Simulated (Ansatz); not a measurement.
A nudged elastic band was laid between two geometries of a periodic cell of 17 atoms, Na16F (host Na, host structure bcc, interstitial F).

All numbers below come from DFT PBE, scalar-relativistic, plane waves, PAW (Ansatz). Settings: cutoff 420 eV, k mesh 2x2x2, gaussian smearing 0.15 eV, no spin polarisation.

| Item | Value |
| --- | --- |
| movable images | 3 |
| climbing image | yes |
| spring | 2.0 to 10.0 eV/Å², energy-weighted |
| optimiser | quadratic models (default) |
| start path | IDPP |
| force threshold | 0.03 eV/Å |
| iteration limit | 80 |
| end points | relaxed |

Initial state:

```xyz
17
Lattice="8.4600 0.0000 0.0000 0.0000 8.4600 0.0000 0.0000 0.0000 8.4600" Properties=species:S:1:pos:R:3
Na 0.003 -0.153 -0.218
Na 4.232 -0.135 0.113
Na 0.003 4.393 -0.219
Na 0.002 0.196 4.304
Na 1.926 2.120 2.040
Na 4.232 4.372 0.114
Na 4.232 0.097 4.175
Na 6.538 2.119 2.038
Na 0.003 4.041 4.299
Na 2.024 6.348 2.170
Na 2.274 2.120 6.561
Na 4.232 4.141 4.174
Na 6.440 6.348 2.169
Na 6.192 2.120 6.561
Na 2.251 6.348 6.224
Na 6.213 6.348 6.225
F 0.002 2.118 3.169
```

Final state:

```xyz
17
Lattice="8.4600 0.0000 0.0000 0.0000 8.4600 0.0000 0.0000 0.0000 8.4600" Properties=species:S:1:pos:R:3
Na 0.000 -0.083 0.197
Na 4.230 0.057 0.101
Na 0.000 4.452 -0.159
Na 0.000 -0.084 4.032
Na 1.918 2.194 2.114
Na 4.230 4.103 -0.143
Na 4.230 0.057 4.128
Na 6.541 2.194 2.114
Na 0.000 4.452 4.387
Na 2.277 6.117 2.114
Na 2.014 2.055 6.344
Na 4.230 4.103 4.371
Na 6.183 6.117 2.114
Na 6.446 2.055 6.344
Na 2.260 6.463 6.345
Na 6.200 6.463 6.345
F 0.000 1.056 2.114
```

(1) What changes between the two ends?

(2) What energy profile does the band end with?

(3) What is the geometry of the highest image?

Answers

(1) The atom that moves furthest is F17, by 1.50 Å; four of its nearest neighbours are Na9 2.23, Na5 2.23, Na8 2.23, Na4 2.23 Å at the first end and Na8 2.23, Na5 2.23, Na1 2.23, Na4 2.23 Å at the last.

(2) The run converged. The highest image is number 2 of 0 to 4, 0.072 eV above the ends, which have the same energy within 2 meV. By the program's own check the climbing image is of a kind that is not told: the force calls were inconclusive, a negative curvature could not be distinguished from the path's own, the only one lies far off the path, or fixed occupations may fill a level only in part (lowest curvatures found: 0.04 and 0.08 eV/Å²). Limits of this set-up: coarse k mesh, odd electron count without spin, a small cell, in which the defect meets its images, a typed lattice constant that wasn't relaxed here.

| image | path coordinate (Å) | energy (eV) | Na9–F17 (Å) | Na1–F17 (Å) |
| --- | --- | --- | --- | --- |
| 0 | 0.00 | 0.000 | 2.23 | 4.08 |
| 1 | 0.90 | 0.043 | 2.29 | 3.32 |
| 2 | 1.52 | 0.072 | 2.54 | 2.54 |
| 3 | 2.13 | 0.042 | 3.33 | 2.29 |
| 4 | 3.06 | 0.000 | 4.09 | 2.23 |

(3) 
```xyz
17
Lattice="8.4600 0.0000 0.0000 0.0000 8.4600 0.0000 0.0000 0.0000 8.4600" Properties=species:S:1:pos:R:3
Na 0.000 0.247 0.415
Na 4.231 -0.160 0.025
Na 0.001 4.255 -0.026
Na 0.002 0.200 4.029
Na 2.257 2.149 2.081
Na 4.231 4.330 -0.101
Na 4.231 -0.031 4.260
Na 6.207 2.148 2.081
Na 0.001 3.815 3.982
Na 2.172 6.234 2.187
Na 2.172 2.043 6.455
Na 4.231 4.205 4.390
Na 6.290 6.234 2.187
Na 6.290 2.042 6.455
Na 1.994 6.412 6.278
Na 6.468 6.412 6.277
F 0.002 1.823 2.406
```

The run took 5.8 min on 4 threads of Arm Neoverse V1 (shared host), peak memory 2.3 GiB.
